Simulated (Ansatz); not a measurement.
**GaAsH3 (doublet): from a generated start to a stationary point**

Where does this start of GaAsH3 (doublet) end when it is relaxed?

Program: Ansatz 0.2.0, Gaussian basis. Level of theory: UKS PBE0/def2-TZVP. These are calculated values, not measurements.

### Step 1. Where the work starts

5 atoms, charge 0, spin multiplicity 2.

Atoms are counted from 1 here; the program's logs count them from 0.

Bond lengths: Ga1–As2 2.715 Å, Ga1–H3 1.921 Å, As2–H4 1.515 Å, As2–H5 1.517 Å. Angles: As2–Ga1–H3 118.2°, Ga1–As2–H4 82.2°, Ga1–As2–H5 81.2°, H4–As2–H5 88.6°.

Coordinates:

```xyz
5
charge 0, multiplicity 2
Ga   -1.30845   -0.04440   -0.51144
As    1.21475    0.02800    0.48909
H    -2.58971    1.21776    0.16370
H     1.43913    0.93553   -0.70326
H     1.36737   -1.16355   -0.43661
```

The start was built by rule and, where that kept it together, relaxed with GFN2-xTB. Sticks and bond lists go by distance. No spin-orbit coupling is included. 

### Step 2. Relaxation

in.yaml reads:

```yaml
crystal:
  periodic: [false, false, false]
  atoms:
    - {symbol: Ga, position_ang: [-1.308453, -0.044398, -0.511442]}
    - {symbol: As, position_ang: [1.214746, 0.028002, 0.489087]}
    - {symbol: H, position_ang: [-2.589710, 1.217763, 0.163695]}
    - {symbol: H, position_ang: [1.439133, 0.935528, -0.703259]}
    - {symbol: H, position_ang: [1.367367, -1.163548, -0.436610]}
basis:
  gaussian: {orbitals: def2-TZVP}
magnetization: {spin_polarized: true, initial_magnetization: 1}
hamiltonian: {xc: pbe0}
relax: {f_tol: 0.004, max_steps: 80}
```

Launch:

```bash
> ansatz run in.yaml --threads 1 --pin off --events-out ev --progress --plain --max-ram 2176MiB
```

Before running it: what results should come out? Wanted: energy gained; shift from the start; total energy; dipole moment; ⟨S²⟩.

The runs gave:

| quantity | value |
| --- | --- |
| steps | 10 |
| energy gained | 0.561 eV |
| shift from the start (rms) | 0.270 Å |
| total energy | -113252.9442 eV |
| dipole moment | 0.57 D |
| ⟨S²⟩ | 0.754 |

What this shows: The bonds of the start are those of the end. Ga1–H3 went from 1.921 to 1.605 Å. No vibrations were run, so this is a stationary point, not a proven minimum, and this spin need not be the ground state's.
